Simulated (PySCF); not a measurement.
# C₂H₁₁AsOSi₂: electronic excitations

Aim: predict the electronic excitations of C₂H₁₁AsOSi₂ (`CO[SiH2][As](C)[SiH3]`).

Computed with PySCF 2.14.0, with density-fitted response routines of our own, on a single molecule in the gas phase. Atoms are numbered from 0 throughout.

## Step 1: The molecule as given

17 atoms, charge 0, multiplicity 1; geometry from: GFN2-xTB.

Bonds of the start (Å): C0–O1 1.39, O1–Si2 1.63, Si2–As3 2.32, As3–C4 1.98, As3–Si5 2.32, C0–H6 1.09, C0–H7 1.09, C0–H8 1.10, Si2–H9 1.48, Si2–H10 1.46, C4–H11 1.09, C4–H12 1.09, C4–H13 1.09, Si5–H14 1.47, Si5–H15 1.47, Si5–H16 1.47.

## Step 2: TDDFT and polarisability: CAM-B3LYP/def2-SVPD

What the job is given:

```
{"job": {"kind": "uv", "xc": "CAM-B3LYP", "basis": "def2-SVPD", "nstates": 8, "ntriplets": 3}, "charge": 0, "multiplicity": 1}
C      2.924186    -0.041208     0.468868
O      2.119853    -0.073908    -0.661072
Si     0.667521    -0.801473    -0.786955
As    -0.664146    -0.253118     1.037801
C     -2.299870    -1.169628     0.405219
Si    -1.260960     1.889359     0.367035
H      3.454566    -0.990194     0.589992
H      3.653527     0.761616     0.352264
H      2.328859     0.145035     1.373890
H      0.839943    -2.269513    -0.847029
H      0.324901    -0.315075    -2.124359
H     -2.545975    -0.901845    -0.621829
H     -2.166362    -2.250889     0.453636
H     -3.145850    -0.908466     1.042134
H     -2.382236     2.371162     1.191129
H     -1.704043     1.989263    -1.032500
H     -0.150911     2.830912     0.554983
```

Level: TDDFT CAM-B3LYP/def2-SVPD, vertical, gas phase, core orbitals frozen in the response.

Run with:

```console
OMP_NUM_THREADS=1 python probes_run.py task.json out
```

This one command runs all jobs of the session in turn.

Predict these results of the whole session: lowest singlet (CAM-B3LYP/def2-SVPD); brightest single state of those computed; lowest triplet; surface potential, 1st and 99th percentile.

As calculated:

| quantity | value |
| --- | --- |
| lowest singlet (CAM-B3LYP/def2-SVPD) | 5.38 eV (230 nm), f = 0.036 |
| brightest single state of those computed | state 8, 7.14 eV, f = 0.112 |
| lowest triplet | 4.81 eV |
| surface potential, 1st and 99th percentile | -1.12 V and 1.05 V |

**Reading.** The lowest singlet, at 5.38 eV, is HOMO→LUMO 0.91 and is weak; of the 8 states computed, the strongest absorption comes from state 8 at 7.14 eV (the last computed, so partners may be missing). The lowest triplet lies 0.57 eV below the lowest singlet (triplets in Tamm-Dancoff, singlets in full TDDFT).
